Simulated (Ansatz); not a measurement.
# V: the cost of one run

Program: Ansatz 0.2.0. Level of theory: DFT r2SCAN, PAW, plane waves, scalar-relativistic. These are calculated values, not measurements.

### Step 1. Starting point

The structure is cubic, space group Im-3m (No. 229). Conventional cell: a = 3.027 Å, b = 3.027 Å, c = 3.027 Å, α = 90.00°, β = 90.00°, γ = 90.00°. V (site symmetry m-3m) has 8 V at 2.62 Å as nearest neighbours.

Coordinates:

```
CELL_PARAMETERS angstrom
-1.51365 1.51365 1.51365
1.51365 -1.51365 1.51365
3.02730 3.02730 -3.02730
ATOMIC_POSITIONS crystal
V 0.00000 0.00000 0.00000
V 0.00000 0.00000 0.50000
```

Atoms are counted from 1 in the order of input.yaml (V2 and so on).

The first starts: parallel moments, plain SCF; opposed moments +-, plain SCF; no spin polarisation; spin on, no moments given (the program may seed its own), plain SCF. What is tried next depends on their ends.

“Plain SCF” means no search for lower states. Ends within 0.2 meV/atom and 0.1 μB count as one state.

Site moments are integrals over atomic spheres and don't add up to the total.

### Step 2. Parallel moments, plain SCF

Input file input.yaml:

```yaml
crystal:
  lattice:
    - [-1.51365, 1.51365, 1.51365]
    - [1.51365, -1.51365, 1.51365]
    - [3.0273, 3.0273, -3.0273]
  atoms:
    - { symbol: V, position: [0.0, 0.0, 0.0], spin: 2.0 }
    - { symbol: V, position: [0.0, 0.0, 0.5], spin: 2.0 }
magnetization:
  spin_polarized: true
hamiltonian:
  xc: r2scan
  pseudopotentials: { kind: paw }
basis:
  ecutwfc: 500
kpoints:
  mp_grid: { grid: [14, 14, 7] }
scf:
  occupations: { method: gaussian, width: 0.1 }
  lower_state_search: "off"
output:
  forces: true
  stress: true
```

Q: Estimate wall time and peak memory on 2 threads of an x86-64 CPU, shared host.

About 7.3 min, with a peak of 1 GiB.
